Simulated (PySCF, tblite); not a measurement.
# C₆H₅F₂N₃: geometry, infrared bands and NMR shifts

What infrared bands and NMR shifts should C₆H₅F₂N₃ (`N#Cc1cnn(CC(F)F)c1`) show?

Computed with tblite 0.8.0 and PySCF 2.14.0, with density-fitted response routines of our own, on a single molecule in the gas phase. Atoms count from 0, in the outputs and in this text.

## 1. Starting geometry

16 atoms, charge 0, multiplicity 1; geometry from: force field or distance geometry start.

Bonds of the start (Å): N0–C1 1.15, C1–C2 1.44, C2–C3 1.39, C3–N4 1.33, N4–N5 1.32, N5–C6 1.46, C6–C7 1.54, C7–F8 1.38, C7–F9 1.38, N5–C10 1.36, C10–C2 1.37, C3–H11 1.09, C6–H12 1.12, C6–H13 1.10, C7–H14 1.09, C10–H15 1.09.

## 2. Relaxing the molecule with GFN2-xTB

Job settings and geometry (Å):

```
{"job": {"kind": "relax", "xc": "GFN2-xTB", "basis": "xTB"}, "charge": 0, "multiplicity": 1}
N     -4.032400     1.233600     1.349400
C     -3.123600     0.753200     0.827300
C     -1.958800     0.150200     0.221400
C     -1.884800    -1.083700    -0.422900
N     -0.625100    -1.202400    -0.819700
N      0.081700    -0.131800    -0.509700
C      1.486200     0.162300    -0.767700
C      2.377900    -0.332300     0.384000
F      2.016500     0.277200     1.566700
F      3.660700     0.041900     0.036600
C     -0.724300     0.738900     0.147800
H     -2.700100    -1.801300    -0.526500
H      1.653200     1.264700    -0.803100
H      1.826200    -0.354600    -1.678800
H      2.380600    -1.416900     0.429500
H     -0.441600     1.710000     0.554400
```

On the command line:

```
OMP_NUM_THREADS=1 python probes_run.py task.json out
```

This one command runs all jobs of the session in turn.

**Question.** This job is followed by: GFN2-xTB harmonic vibrations, gas phase; GIAO PBE0/pcSseg-1 NMR shielding, non-relativistic, gas phase. Predict these results of the whole session: strongest single infrared mode (GFN2-xTB); zero-point energy (GFN2-xTB); 13C shifts against TMS (PBE0/pcSseg-1); 1H shifts against TMS (PBE0/pcSseg-1, means over atoms taken as alike); 15N shifts against NH3 (PBE0/pcSseg-1); 19F shifts against CFCl3 (PBE0/pcSseg-1, means over atoms taken as alike); surface potential, 1st and 99th percentile.

The runs gave:

| quantity | value |
| --- | --- |
| strongest single infrared mode (GFN2-xTB) | 2383 cm⁻¹, 264 km/mol |
| zero-point energy (GFN2-xTB) | 67.2 kcal/mol |
| 13C shifts against TMS (PBE0/pcSseg-1) | 149.3, 142.1, 120.7, 117.5, 101.1, 58.6 ppm |
| 1H shifts against TMS (PBE0/pcSseg-1, means over atoms taken as alike) | 7.93, 7.80, 6.18, 4.47 ppm |
| 15N shifts against NH3 (PBE0/pcSseg-1) | 348.0, 322.7, 228.7 ppm |
| 19F shifts against CFCl3 (PBE0/pcSseg-1, means over atoms taken as alike) | -143.1 ppm |
| surface potential, 1st and 99th percentile | -1.73 V and 1.87 V |

What this shows: The optimisation took 69 steps and gained 0.448 eV; among the close pairs (by a distance rule), C1–C2 changed most, from 1.445 to 1.402 Å. No mode is imaginary among the 42: a minimum at this level. The strongest single mode, at 2383 cm⁻¹, moves mainly C1 and N0. Unscaled tight-binding wavenumbers are off by several per cent, some by more. Its intensities can rank the bands wrongly. NICS(1)zz of -29 ppm above the planar ring from C2 marks a diatropic (aromatic) ring current. At PBE0/pcSseg-1, counted by nearest atom on the grid, the HOMO lies on C2 29 %; N0 22 %, the LUMO on C10 29 %; N0, N5 about 13 % each.
